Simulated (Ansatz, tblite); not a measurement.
# [InMeH3]- (CH₆In−): rung by rung

How do method and basis change the picture of [InMeH3]- (CH₆In−) (singlet)?

Program: Ansatz 0.2.0, Gaussian basis. Level of theory: as each input shows. These are calculated values, not measurements.

Plan: GFN1-xTB, PBE-D4/def2-TZVPD, r2SCAN-D4/def2-TZVPD, B97M-V/def2-TZVPD, revPBE-D4/def2-TZVPD, CAM-B3LYP-D4/def2-TZVPD, ωB97X-V/def2-TZVPD, r2SCANh-D4/def2-TZVPD, B2PLYP/def2-TZVPD, HSE06-D4/def2-TZVPD, PBE-D4/def2-SVPD, PBE0-D4/def2-SVPD, CCSD(T)/def2-TZVPPD, MP2/def2-TZVPD, RPA/def2-TZVPD.

1 further run of the same task is left out (set aside as unsound or not needed).

## Step 1: The structure

The singlet was relaxed beforehand with PBE-D4/def2-TZVPD.

8 atoms, charge -1, spin multiplicity 1.

Bond lengths: In1–C2 2.246 Å, In1–H6 1.800 Å, In1–H7 1.800 Å, In1–H8 1.800 Å, C2–H3 1.103 Å, C2–H4 1.103 Å, C2–H5 1.103 Å. Angles: C2–In1–H6 109.0°, C2–In1–H7 109.0°, C2–In1–H8 109.0°, H6–In1–H7 109.9°, H6–In1–H8 109.9°, H7–In1–H8 109.9°, In1–C2–H3 110.8°, In1–C2–H4 110.8°, In1–C2–H5 110.8°, H3–C2–H4 108.1°, H3–C2–H5 108.1°, H4–C2–H5 108.1°.

As a file:

| atom | x (Å) | y (Å) | z (Å) |
| --- | --- | --- | --- |
| In1 | -0.00151 | 0.00359 | -1.05006 |
| C2 | 0.00171 | -0.00409 | 1.19632 |
| H3 | -1.02733 | 0.04212 | 1.58970 |
| H4 | 0.55826 | 0.86248 | 1.59017 |
| H5 | 0.47591 | -0.92084 | 1.58433 |
| H6 | 1.69906 | -0.02114 | -1.63929 |
| H7 | -0.82987 | 1.49238 | -1.63066 |
| H8 | -0.87621 | -1.45449 | -1.64052 |

In takes a core potential in the def2 sets. No spin-orbit coupling is included. The ion is computed in the gas phase, without counter-ions or solvent.

PBE0-D4/def2-TZVPD was run before; its log isn't repeated, and its numbers join the tables.

## Step 2: GFN1-xTB

Tight binding, by tblite at 300 K electronic temperature and without a spin-polarisation term:

```python
tblite.interface.Calculator('GFN1-xTB', numbers, positions, charge=-1, uhf=0).singlepoint()
```

Energy -192.5886 eV, HOMO -5.95 eV, LUMO 0.29 eV; 0.003 s.

## Step 3: PBE-D4/def2-TZVPD

start.molden holds the orbitals of an earlier run on this state, given as this run's starting guess.

Input file in.yaml:

```yaml
crystal:
  periodic: [false, false, false]
  atoms:
    - {symbol: In, position_ang: [-0.001512, 0.003587, -1.050056]}
    - {symbol: C, position_ang: [0.001714, -0.004090, 1.196319]}
    - {symbol: H, position_ang: [-1.027334, 0.042121, 1.589701]}
    - {symbol: H, position_ang: [0.558258, 0.862485, 1.590173]}
    - {symbol: H, position_ang: [0.475906, -0.920837, 1.584326]}
    - {symbol: H, position_ang: [1.699059, -0.021142, -1.639285]}
    - {symbol: H, position_ang: [-0.829867, 1.492377, -1.630658]}
    - {symbol: H, position_ang: [-0.876214, -1.454490, -1.640520]}
basis:
  gaussian: {orbitals: def2-TZVPD, initial_orbitals: start.molden}
total_charge: -1
hamiltonian: {xc: pbe, dispersion: d4}
scf: {omitted_lower_state_checks: [starts]}
output: {forces: true, orbitals: {seedname: orbitals}}
```

Started as:

```
ansatz run in.yaml --threads 2 --pin off --events-out ev --progress --plain --max-ram 4352MiB
```

Further steps of the session: r2SCAN-D4/def2-TZVPD; B97M-V/def2-TZVPD; revPBE-D4/def2-TZVPD; CAM-B3LYP-D4/def2-TZVPD; ωB97X-V/def2-TZVPD; r2SCANh-D4/def2-TZVPD; B2PLYP/def2-TZVPD; HSE06-D4/def2-TZVPD; PBE-D4/def2-SVPD; PBE0-D4/def2-SVPD; CCSD(T)/def2-TZVPPD; MP2/def2-TZVPD; RPA/def2-TZVPD.

**Question.** What will the summary of the whole plan be? Wanted: gap in def2-TZVPD, named functionals, smallest and largest; correlation energy, CCSD(T)/def2-TZVPPD; correlation energy, MP2/def2-TZVPD; PBE0 total energy, smallest basis above largest.

As calculated:

| quantity | value |
| --- | --- |
| gap in def2-TZVPD, named functionals, smallest and largest | 3.91 eV (revPBE-D4), 8.71 eV (ωB97X-V) |
| correlation energy, CCSD(T)/def2-TZVPPD | -15.48 eV |
| correlation energy, MP2/def2-TZVPD | -13.76 eV |
| PBE0 total energy, smallest basis above largest | 1.41 eV (def2-SVPD, def2-TZVPD) |

**Reading.** Orbital gaps of the named functionals in def2-TZVPD span 3.91 eV (revPBE-D4) to 8.71 eV (ωB97X-V); exact exchange widens it.
